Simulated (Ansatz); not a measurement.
# Ta2O5: the cost of one run

Program: the Python package of Ansatz 0.2.0. Level of theory: DFT PBEsol, plane waves, PAW. These are calculated values, not measurements.

## Step 1: The structure

The structure is triclinic, space group P1 (No. 1). Conventional cell: a = 3.401 Å, b = 3.860 Å, c = 8.212 Å, α = 90.75°, β = 94.89°, γ = 90.12°. Ta (site symmetry 1) is surrounded by 5 O at 1.85 to 2.09 Å. Ta (site symmetry 1) is surrounded by 5 O at 1.90 to 1.94 Å. O (site symmetry 1) is surrounded by 2 Ta at 1.96 to 1.97 Å. O (site symmetry 1) is surrounded by 2 Ta at 1.92 to 1.94 Å. O (site symmetry 1) has 2 Ta at 1.85 to 2.09 Å as nearest neighbours. O (site symmetry 1) has 2 Ta at 1.90 to 1.94 Å as nearest neighbours. Around O (site symmetry 1) lie 2 Ta at 1.93 to 1.94 Å.

ta2o5.xyz, read by the script:

```xyz
7
Lattice="3.40078068 0.0 0.0 -0.00806095 3.86024874 0.0 -0.69986256 -0.10829022 8.18171182" Properties=species:S:1:pos:R:3 pbc="T T T"
Ta    2.39935907   -0.07308932    8.01931302
Ta    1.35403566    3.78741106    4.40389639
O     2.69934482    1.85189973    7.83915991
O     1.29144757    1.84562997    4.48284172
O     1.53572353    0.02213695    0.82987921
O     3.03361473    3.76034923    3.51912607
O     1.43174342   -0.08248806    6.33259586
```

## Step 2: The script

vcrelax_ta2o5.py

```python
"""Variable-cell relaxation of Ta2O5."""

import json
import warnings

import ansatz
from ase.data import atomic_numbers
import matplotlib.pyplot as plt
import numpy as np
import spglib

FUNCTIONAL = "PBEsol"
KGRID = (6, 6, 4)
SMEARING = "fixed"

def edges_and_angles(cell):
    cell = np.asarray(cell)
    a, b, c = np.linalg.norm(cell, axis=1)
    cosines = cell[1] @ cell[2] / (b * c), cell[0] @ cell[2] / (a * c), cell[0] @ cell[1] / (a * b)
    return (a, b, c, *np.degrees(np.arccos(cosines)))


def main() -> None:
    warnings.simplefilter("ignore", ansatz.DeckWarning)

    structure = ansatz.Crystal.from_extxyz("ta2o5.xyz")

    # every cell quantity that the symmetry leaves free
    calculation = structure.calculation().functional(FUNCTIONAL).kpoints(*KGRID).occupations(SMEARING).relax(cell=True)
    res = calculation.run(threads=1, events_out="stream.ndjson")
    with open("stream.ndjson") as stream:
        events = [json.loads(line) for line in stream]
    steps = [e["data"] for e in events if e["event"] == "relax_step"]
    r = res.report
    print("step   energy (eV)     max comp. (eV/A)   P (GPa)  SCF")
    for s in steps:
        print(f"{s['step']:4d} {s['lagrangian_ev']:15.5f} {s['allowed_force_max_ev_ang']:12.4f} {s['pressure_gpa']:10.3f} {s['n_scf']:5d}")

    first, last = steps[0], steps[-1]
    symbols = [site.symbol for site in res.lattice.sites]
    print(f"energy gained {first['lagrangian_ev'] - last['lagrangian_ev']:.4f} eV in {len(steps) - 1} steps")
    for label, vectors in (("before", first["cell_ang"]), ("after", res.lattice.cell_ang)):
        print(label, "a b c (A) {:.4f} {:.4f} {:.4f}  angles {:.2f} {:.2f} {:.2f}".format(*edges_and_angles(vectors)), f" V = {abs(np.linalg.det(vectors)):.3f} A^3")
    print("final stress xx yy zz (GPa, compression positive):", np.round(np.diag(r["stress_gpa"]), 3) + 0.0)

    fig, (top, bottom) = plt.subplots(2, 1, sharex=True, figsize=(4.5, 4))
    top.plot([s["lagrangian_ev"] - last["lagrangian_ev"] for s in steps], "o-")
    top.set_ylabel("E - E(final) (eV)")
    bottom.semilogy([max(s["allowed_force_max_ev_ang"], 1e-6) for s in steps], "s-")
    bottom.set(xlabel="step", ylabel="largest force (eV/A)")
    fig.tight_layout()
    fig.savefig("relax.png", dpi=100)

    print("relaxed fractional positions")
    for site in res.lattice.sites:
        print(f"  {site.symbol:2s}", " ".join(f"{v % 1:8.5f}" for v in np.round(site.position_frac, 5)))

    change = np.array(last["positions_ang"]) @ np.linalg.inv(last["cell_ang"]) - np.array(first["positions_ang"]) @ np.linalg.inv(first["cell_ang"])
    moved = np.linalg.norm(change @ np.array(last["cell_ang"]), axis=1)
    print("displacement within the cell, strain taken out (A):", " ".join(f"{s}:{d:.3f}" for s, d in zip(symbols, moved)))

    fractions = [site.position_frac for site in res.lattice.sites]
    numbers = [atomic_numbers[s] for s in symbols]
    for tolerance in (1e-3, 1e-2, 1e-1):
        print(f"space group at {tolerance} A:", spglib.get_spacegroup((res.lattice.cell_ang, fractions, numbers), symprec=tolerance))

    for key in ("converged", "n_iterations", "n_electrons", "n_kpoints", "n_pw", "n_symmetry_ops", "free_energy_ev", "fermi_energy_ev"):
        print(f"{key:18s} {r[key]}")

    spg_cell = (res.lattice.cell_ang, [s.position_frac for s in res.lattice.sites], [atomic_numbers[s.symbol] for s in res.lattice.sites])
    # the group found depends on the tolerance
    found = spglib.get_symmetry_dataset(spg_cell, symprec=1e-3)
    print(found.international, found.number, "point group", found.pointgroup)
    for site, letter, group in zip(res.lattice.sites, found.wyckoffs, found.site_symmetry_symbols):
        print(f"  {site.symbol:2s} Wyckoff {letter}  site symmetry {group}")


if __name__ == "__main__":
    main()
```

## Step 3: What the engine is handed

The engine receives this input:

```yaml
crystal:
  lattice:
    - [3.40078068, 0.0, 0.0]
    - [-0.00806095, 3.86024874, 0.0]
    - [-0.69986256, -0.10829022, 8.18171182]
  atoms:
    - { symbol: Ta, position: [0.9072619983589438, 0.008561999399972882, 0.9801509997451854] }
    - { symbol: Ta, position: [0.5112869995585152, 0.9962309999124799, 0.5382610004956151] }
    - { symbol: O, position: [0.9921219984412721, 0.5066139999764342, 0.9581320000586381] }
    - { symbol: O, position: [0.4936769985080398, 0.4934819988819096, 0.5479099995971258] }
    - { symbol: O, position: [0.4724740003341079, 0.008580000283466737, 0.10143099980267943] }
    - { symbol: O, position: [0.9828889989747687, 0.9861870009237257, 0.43012100003297354] }
    - { symbol: O, position: [0.5802889986298887, 0.00034399870297913626, 0.7739940001944482] }
kpoints:
  mp_grid:
    grid: [6, 6, 4]
hamiltonian:
  xc: pbesol
scf:
  occupations:
    method: fixed
relax:
  cell: {}
```

## Step 4: Launch

The run is started by

```
> python vcrelax_ta2o5.py
```

What time and memory should one allow on 1 thread of Arm Neoverse V1, shared host?

About 9.5 min, with a peak of 0.57 GiB.
